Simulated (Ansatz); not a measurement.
# Ta4NiO11 (Cmmm) in Ansatz: relaxation of cell and atoms with PBE+D3(BJ)

Aim: the relaxation of cell and atoms of Ta4NiO11 with PBE+D3(BJ).

All numbers are computed with Ansatz 0.2.0; they aren't measurements. Logs are shortened: lines on timing, memory, paths and dates and some standing lists are left out, and cuts for length are marked.

### Step 1. Starting point

It takes space group Cmmm (No. 65, orthorhombic). Conventional cell: a = 3.910 Å, b = 29.659 Å, c = 3.886 Å, α = 90.00°, β = 90.00°, γ = 90.00°. Around Ta (site symmetry m2m) lie 5 O at 1.91 to 2.02 Å. Ta (site symmetry m2m) has 5 O at 1.91 to 1.99 Å as nearest neighbours. Ni (site symmetry mmm) is surrounded by 4 O at 1.88 to 1.95 Å. O (site symmetry m2m) is surrounded by 2 Ta at 1.91 Å. O (site symmetry m2m) is surrounded by 3 Ta at 2.02 to 2.21 Å. O (site symmetry m2m) has 1 Ni at 1.88 Å and 2 Ta at 1.99 Å as nearest neighbours. O (site symmetry mmm) has 2 Ni at 1.95 Å and 2 Ta at 2.24 Å as nearest neighbours. O (site symmetry m2m) is surrounded by 2 Ta at 1.95 Å.

The cell was built by a generator and needn't be a form met in nature.

### Step 2. Relaxation of cell and atoms, PBE+D3(BJ), collinear spin, ferromagnetic start

input.yaml

```yaml
crystal:
  lattice:
    - [1.95495, -14.82973, 0.0]
    - [1.95495, 14.82973, 0.0]
    - [0.0, 0.0, 3.8859]
  atoms:
    - { symbol: Ta, position: [0.20437, 0.79563, 0.0] }
    - { symbol: Ta, position: [0.92451, 0.07549, 0.0] }
    - { symbol: Ta, position: [0.07549, 0.92451, 0.0] }
    - { symbol: Ta, position: [0.79563, 0.20437, 0.0] }
    - { symbol: Ni, position: [0.5, 0.5, 0.0], spin: 1.0 }
    - { symbol: O, position: [0.13987, 0.86013, 0.0] }
    - { symbol: O, position: [0.72107, 0.27893, 0.0] }
    - { symbol: O, position: [0.43645, 0.56355, 0.0] }
    - { symbol: O, position: [0.56355, 0.43645, 0.0] }
    - { symbol: O, position: [0.0, 0.0, 0.0] }
    - { symbol: O, position: [0.86013, 0.13987, 0.0] }
    - { symbol: O, position: [0.27893, 0.72107, 0.0] }
    - { symbol: O, position: [0.9279, 0.0721, 0.5] }
    - { symbol: O, position: [0.0721, 0.9279, 0.5] }
    - { symbol: O, position: [0.79436, 0.20564, 0.5] }
    - { symbol: O, position: [0.20564, 0.79436, 0.5] }
hamiltonian:
  xc: pbe
  pseudopotentials: { kind: paw }
  dispersion: d3bj
magnetization:
  spin_polarized: true
kpoints:
  mp_grid: { grid: [5, 5, 5] }
scf:
  occupations: { method: fermi_dirac, width: 0.05 }
output:
  forces: true
  stress: true
  eigenvalues: true
relax:
  f_tol: 0.01
  max_steps: 40
  cell: { stress_tol: 0.05 }
```

Potentials or basis: Ansatz PAW.

Run with:

```
$ ansatz run input.yaml --threads 8 --pin off --max-ram 20480MiB --backend cpu --events-out ev --progress --plain --runs-dir out
```

Output:

```text
Warning: RAYON_NUM_THREADS=8 ignored (pool sized by the plan → 8); use --threads N
basis.fft_grid_basis auto: the FFT boxes are laid along the combinations [[1, 1, 0], [0, 1, 0], [0, 0, 1]] of the cell's own vectors, 3.910, 14.958 and 3.886 Å long. The dense box has 27×100×27 points. Along the cell's own vectors, as sized, it would have 100×100×27, 3.70 times as many. Of the 8 symmetry operations that the crystal satisfies within crystal.symmetry.tolerance (time reversal apart; of a slab, those that keep its plane) the dense box along the cell's own vectors carries 8, and the one as laid loses 4 of those. basis.fft_grid_basis: typed keeps the cell's own vectors: state it where this run's energies or levels are differenced outside the engine with another run's, or held beside a run that keeps those vectors.
Engine: ansatz 0.2.0, aarch64-unknown-linux-gnu
Pseudopotentials: kind: paw
Pseudopotential: Ta, paw, valence charge 13, recommended cutoff 420 eV (normal), Ta.paw.azcp
Pseudopotential: Ni, paw, valence charge 18, recommended cutoff 420 eV (normal), Ni.paw.azcp
Pseudopotential: O, paw, valence charge 6, recommended cutoff 420 eV (normal), O.paw.azcp
Functional definition: PBE
  parameter kappa = 0.804
  parameter beta = 0.06672455060314922
  exchange = pbe_x(kappa = kappa, mu = beta*pi^2/3)
  correlation = pbe_c(beta = beta)
Crystal: 16 atoms, lattice volume = 225.315 Å³
Basis set: ecut = 420 eV, 4447 PW (Γ), FFT grids on a1+a2, a2, a3, exchange–correlation on 54×200×54 points (8 copies of the dense FFT grid, shifted against one another)
Bands: 85, of which v1, the nominal top of the filled ones, is band 68 counted from 1 (67 counted from 0)
Symmetry: 8 space group operations
Space group: Cmmm (ITA 65), of the structure as read, at distance tolerance 6.1e-5 Å
Magnetic group: BNS 65.481 (UNI 579), of the structure as read, at distance tolerance 6.1e-5 Å
k-points: 27 of 125
[... 194 lines left out ...]
  k-point 1 ↑: bands = ["-95.2754", "-60.9783", "-60.9705", "-60.8709", "-60.8709", "-56.0961", "-56.0358", "-54.9115", "-27.7110", "-27.5767", "-27.5615", "-27.5326", "-27.4976", "-27.4963", "-27.4727", "-27.4726", "-27.4275", "-27.4095", "-27.3142", "-27.3138", "-11.6160", "-11.3402", "-11.3066", "-10.7149", "-10.6331", "-10.2867", "-10.0456", "-9.7416", "-9.6447", "-9.6270", "-9.6220", "1.2693", "1.3255", "1.9939", "2.0054", "2.2746", "2.7874", "2.8023", "2.8324", "3.0974", "3.1447", "3.3691", "3.6138", "3.6523", "3.9316", "3.9780", "4.1720", "4.3144", "4.4618", "4.5963", "4.6036", "4.6747", "4.6882", "4.9010", "5.1061", "5.2230", "5.2540", "5.3255", "5.3434", "5.5285", "5.5950", "5.8173", "6.1065", "6.2366", "6.4551", "6.6738", "7.0447", "7.5101", "7.5899", "10.2323", "10.4527", "10.4745", "10.5648", "10.5994", "10.6076", "10.6153", "10.7798", "11.8192", "11.9103", "12.1148", "12.3225", "12.3704", "13.2186", "13.3823", "13.9649"]
  k-point 2 ↑: bands = ["-95.2754", "-60.9780", "-60.9702", "-60.8706", "-60.8706", "-56.0961", "-56.0358", "-54.9117", "-27.7079", "-27.5738", "-27.5586", "-27.5298", "-27.4949", "-27.4936", "-27.4932", "-27.4739", "-27.4699", "-27.4699", "-27.3793", "-27.3789", "-11.5729", "-11.2803", "-11.2706", "-10.6956", "-10.6162", "-10.2460", "-10.0289", "-8.9390", "-8.8192", "-8.8141", "-8.8017", "1.2913", "1.3469", "1.5020", "1.6477", "1.6532", "1.6634", "2.0449", "2.0534", "2.3169", "2.3356", "2.7971", "2.8628", "2.9588", "2.9772", "3.2419", "3.9082", "4.0090", "4.1716", "4.1935", "4.2645", "4.3970", "4.4169", "4.5232", "4.5716", "4.6057", "4.7647", "4.7738", "4.9416", "4.9939", "5.2652", "5.7555", "6.4194", "6.4281", "6.5895", "6.6601", "7.1743", "7.4692", "7.6876", "10.5213", "10.6155", "11.9780", "12.0669", "12.1391", "12.1453", "12.1623", "12.1656", "12.2312", "12.3616", "13.0390", "13.0399", "13.3627", "13.4713", "13.7710", "14.1033"]
  k-point 26 ↓: bands = ["-94.8769", "-60.9780", "-60.9702", "-60.8712", "-60.8712", "-55.7479", "-55.6568", "-54.4703", "-27.7075", "-27.5791", "-27.5586", "-27.5199", "-27.4999", "-27.4949", "-27.4932", "-27.4739", "-27.4709", "-27.4708", "-27.3802", "-27.3798", "-11.5534", "-11.3127", "-11.2441", "-10.7039", "-10.5694", "-10.1729", "-10.0549", "-8.9390", "-8.8179", "-8.8090", "-8.8018", "1.0486", "1.5017", "1.6098", "1.6433", "1.6641", "1.9098", "2.0453", "2.1414", "2.3073", "2.3622", "2.4550", "2.6403", "2.8672", "3.3066", "3.5109", "3.7232", "4.0409", "4.1478", "4.1678", "4.3352", "4.3915", "4.4454", "4.4824", "4.5437", "4.6777", "4.7299", "4.8412", "4.9086", "5.1765", "5.2639", "5.7271", "6.4265", "6.6446", "6.8238", "7.1109", "7.2426", "7.6267", "8.1546", "10.4863", "10.6529", "11.9863", "12.0456", "12.1381", "12.1500", "12.1919", "12.2011", "12.2379", "12.3142", "12.9487", "13.0682", "13.3095", "13.5062", "13.9452", "14.3290"]
--- Relaxed structure (6 steps of the walk, 6 accepted, 2 SCFs on fresh bases) ---
  F+E_penalty+E_count = -51826.65526481 eV   max|allowed force component| = 5.278e-4 eV/Å   (the final SCF, on the basis selected at the relaxed cell)
  cell:  # Å, volume = 222.8427 Å³
    - [1.9494075732650131, -14.76161199473996, 0.0]
    - [1.9494075732650131, 14.76161199473996, 0.0]
    - [0.0, 0.0, 3.8719707552050178]
  atoms:
    - { symbol: Ta, position: [0.2043646655505461, 0.7956353344494538, 0.0] }
    - { symbol: Ta, position: [0.9247559228026316, 0.07524407719736842, 0.0] }
    - { symbol: Ta, position: [0.07524407719736842, 0.9247559228026316, 0.0] }
    - { symbol: Ta, position: [0.7956353344494538, 0.2043646655505461, 0.0] }
    - { symbol: Ni, position: [0.5, 0.5, 0.0] }
    - { symbol: O, position: [0.13976491012256842, 0.8602350898774315, 0.0] }
    - { symbol: O, position: [0.7209291994641613, 0.27907080053583866, 0.0] }
    - { symbol: O, position: [0.43659011514586643, 0.5634098848541336, 0.0] }
    - { symbol: O, position: [0.5634098848541336, 0.43659011514586643, 0.0] }
    - { symbol: O, position: [4.5693775800599686e-21, -4.5693775800601446e-21, 0.0] }
    - { symbol: O, position: [0.8602350898774315, 0.13976491012256842, 0.0] }
    - { symbol: O, position: [0.27907080053583866, 0.7209291994641613, 0.0] }
    - { symbol: O, position: [0.9284998793688617, 0.0715001206311382, 0.5] }
    - { symbol: O, position: [0.0715001206311382, 0.9284998793688617, 0.5] }
    - { symbol: O, position: [0.7939985748316869, 0.2060014251683131, 0.5] }
    - { symbol: O, position: [0.2060014251683131, 0.7939985748316869, 0.5] }
```

Run time: 3.2 min. Hardware: 8 threads of Arm Neoverse N1, shared host; peak memory 1.6 GiB.

Results:

```yaml
Free_energy: -51826.6553 eV
Relaxed_volume: 13.93 Å³/atom
Relaxed_cell: a = 14.890 Å, b = 14.890 Å, c = 3.872 Å, α = 90.00°, β = 90.00°, γ = 164.95°
Space_group_after_relaxing_to_0.05_Å: Cmmm (No. 65)
Energy_gained_by_relaxing: 1.2 meV/atom
Ionic_steps: 8
Pressure_after_relaxing: 0.0 GPa
Band_gap_on_the_k_mesh: none (metal or under the smearing width)
Net_moment: 0.40 μB per cell
Absolute_moment: 0.45 μB per cell
Site_moments: Ta +0.00, -0.00; Ni +0.31; O -0.00, +0.06, +0.00 μB
```

Step by step:
| step | energy change (eV) | largest force (eV/Å) | volume (Å³) |
| --- | --- | --- | --- |
| 1 | 0.0000 | 0.1046 | 225.32 |
| 2 | -0.0264 | 0.0963 | 222.75 |
| 3 | -0.0268 | 0.0431 | 222.92 |
| 4 | -0.0270 | 0.0088 | 222.93 |
| 5 | -0.0188 | 0.0090 | 222.93 |
| 6 | -0.0191 | 0.0139 | 222.85 |
| 7 | -0.0191 | 0.0005 | 222.84 |
| 8 | -0.0188 | 0.0005 | 222.84 |

Final structure:
```xyz
16
Lattice="1.9494 -14.7616 0.0000 1.9494 14.7616 0.0000 0.0000 0.0000 3.8720" Properties=species:S:1:pos:R:3 pbc="T T T"
Ta    1.9494    8.7281    0.0000
Ta    1.9494  -12.5402    0.0000
Ta    1.9494   12.5402    0.0000
Ta    1.9494   -8.7281    0.0000
Ni    1.9494    0.0000    0.0000
O     1.9494   10.6353    0.0000
O     1.9494   -6.5225    0.0000
O     1.9494    1.8721    0.0000
O     1.9494   -1.8721    0.0000
O     0.0000    0.0000    0.0000
O     1.9494  -10.6353    0.0000
O     1.9494    6.5225    0.0000
O     1.9494  -12.6507    1.9360
O     1.9494   12.6507    1.9360
O     1.9494   -8.6798    1.9360
O     1.9494    8.6798    1.9360
```

Levels at points of the mesh, in eV from the Fermi level:
Spin up:
| k point | band 66 | band 67 | band 68 | band 69 | band 70 | band 71 |
| --- | --- | --- | --- | --- | --- | --- |
| (0.00, 0.00, 0.00) | -1.34 | -1.11 | -0.53 | -0.51 | 0.99 | 1.25 |
Spin down:
| k point | band 64 | band 65 | band 66 | band 67 | band 68 | band 69 | band 70 | band 71 | band 72 | band 73 |
| --- | --- | --- | --- | --- | --- | --- | --- | --- | --- | --- |
| (0.00, 0.00, 0.00) | -1.85 | -1.20 | -1.02 | -0.97 | -0.38 | -0.12 | 0.99 | 1.25 | 1.29 | 1.45 |

Caveat: the plane-wave basis is chosen anew once the cell has moved, so the energies of steps on either side of that aren't comparable; the pressure holds a Pulay correction of +0.6 GPa for the finite cutoff; a cell with one magnetic atom can't hold antiferromagnetic order, which such compounds often take; semilocal functionals often make such compounds metallic where correlation or magnetic order opens a gap, which also shifts bond lengths; pairwise dispersion overbinds metals, which lowers pressure and volume. With open d or f shells a metallic result of PBE can be an artefact of self-interaction; +U or a hybrid may open a gap.
